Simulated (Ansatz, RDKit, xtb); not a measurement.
**C5H6BNSi: ranking a sample of isomers**

A sample of isomers of C5H6BNSi is drawn. Aim: find which of them has the lowest free energy at 298.15 K, then its properties. The sample is small against all isomers, and the most stable one of this formula need not be in it.

The funnel: GFN2-xTB relaxations, single points with a density functional, relaxations at B3LYP-D3(BJ)/def2-SVP, harmonic vibrations (at GFN2-xTB), and a last energy at a higher level. All values are calculated.

### 1 Candidates

Isomers were taken from a list of plausible structures; this is a sample, not all of them. That gives 10 candidates.

```csv
label,SMILES,spin
c013,N#CC1=C([SiH3])C=CB1,singlet
c132,N#CC1=C([SiH3])BC=C1,singlet
c296,N#CC1=CB([SiH3])C=C1,singlet
c331,N#CC1=CC([SiH3])=CB1,singlet
c344,N#CC1=CC=C([SiH3])B1,singlet
c519,N#CC1=CBC=C1[SiH3],singlet
c543,N#CC1=CC=CB1[SiH3],singlet
c576,N#CC1=CBC([SiH3])=C1,singlet
c656,N#CB1C=CC=C1[SiH3],singlet
c883,N#CB1C=CC([SiH3])=C1,singlet
```

Candidates are built by distance geometry, with a force field where one applies, in up to four conformers (letters a to d).

Q: Predict the outcome of this search (final energies at CCSD(T)/def2-SVP + MP2/def2-TZVPP - MP2/def2-SVP).

| quantity | value |
| --- | --- |
| lowest structure found | N#CB1C=CC=C1[SiH3], singlet |
| next finalist | N#CB1C=CC([SiH3])=C1, singlet, 2.2 kcal/mol higher in G |
| share at equilibrium, among the finalists | 97.6 % |

The search ends on `N#CB1C=CC=C1[SiH3]`. The margin, 2.2 kcal/mol, is modest. r2SCAN-D4/def2-SVP, B3LYP-D3(BJ)/def2-SVP, HF/def2-SVP and MP2/def2-SVP already put its bonding pattern lowest among the structures in one piece; GFN2-xTB favours the singlet N#CC1=C([SiH3])C=CB1; HF/STO-3G favours the singlet N#CB1C=CC([SiH3])=C1. The search is not exhaustive (a finite list of starts, one conformer a finalist), so a lower isomer can't be ruled out. Only 10 drawn patterns were tried, so whole families of isomers are missing, and the result ranks this sample alone.
